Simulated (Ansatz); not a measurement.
**ZnS (singlet): wave-function methods side by side, def2-SVP**

Aim: climb from Hartree-Fock through coupled cluster and multireference methods for ZnS (singlet) at one geometry and basis, and see what each rung misses.

The runs use Ansatz 0.2.0, Gaussian basis; def2-SVP, core rule «outside noble gas», up to 14 orbitals frozen.

The runs, in order: UHF; CCSD(T) on RHF; CCSD(T) on UHF; CISD; CCSDT(Q) on RHF; CCSDT(Q) on UHF; CCSDTQ on RHF; CASSCF and MRCISD+Q, 18 electrons in 10 orbitals; CASSCF and NEVPT2, 18 electrons in 10 orbitals.

2 further runs of the same task are left out: 2 set aside as unsound or not needed.

### 1 The system

The geometry is a PBE0/def2-TZVP stationary point (not a proven minimum).

2 atoms, charge 0, spin multiplicity 1.

Atoms are counted from 1 here; the program's logs count them from 0.

Bond lengths: Zn1–S2 2.056 Å.

### 2 UHF

in.yaml

```yaml
crystal:
  periodic: [false, false, false]
  atoms:
    - {symbol: Zn, position_ang: [0.000000, 0.000000, 0.000000]}
    - {symbol: S, position_ang: [0.000000, 0.000000, 2.056000]}
basis:
  gaussian: {orbitals: def2-SVP}
magnetization: {spin_polarized: true, initial_magnetization: 0}
hamiltonian: {xc: hf}
output: {orbitals: {seedname: orbitals}}
```

On the command line:

```sh
ansatz run in.yaml --threads 1 --pin off --events-out ev --progress --plain --max-ram 2816MiB --backend cpu
```

Further steps of the session: CCSD(T) on RHF; CCSD(T) on UHF; CISD; CCSDT(Q) on RHF; CCSDT(Q) on UHF; CCSDTQ on RHF; CASSCF and MRCISD+Q, 18 electrons in 10 orbitals; CASSCF and NEVPT2, 18 electrons in 10 orbitals.

Q: Predict the results of all the runs planned. Wanted: RCCSDTQ below the RHF energy; RMP2 from RCCSDTQ; RCCSD from RCCSDTQ; RCCSD(T) from RCCSDTQ; RCCSDT(Q) from RCCSDTQ; NEVPT2 valence from RCCSDTQ; MRCISD+Q valence from RCCSDTQ; T1 diagnostic; effectively unpaired electrons.

The runs gave:

| quantity | value |
| --- | --- |
| RCCSDTQ below the RHF energy | -11.6814 eV |
| RMP2 from RCCSDTQ | +5.11 kcal/mol |
| RCCSD from RCCSDTQ | +9.82 kcal/mol |
| RCCSD(T) from RCCSDTQ | +0.02 kcal/mol |
| RCCSDT(Q) from RCCSDTQ | +0.05 kcal/mol |
| NEVPT2 valence from RCCSDTQ | +35.62 kcal/mol |
| MRCISD+Q valence from RCCSDTQ | +8.39 kcal/mol |
| levels within 1 kcal/mol (43 meV) | RCCSD(T), RCCSDT, RCCSDT(Q) |
| T1 diagnostic | 0.022 |
| effectively unpaired electrons | 0.12 |

**Reading.** RCCSD(T) lands +0.02 kcal/mol from the yardstick (0.0 % of the correlation energy). One determinant dominates. Of the multireference levels listed MRCISD+Q valence comes nearest in total energy (+8.39 kcal/mol), which doesn't show that its space is the better one. These misses are within one basis, not against nature.
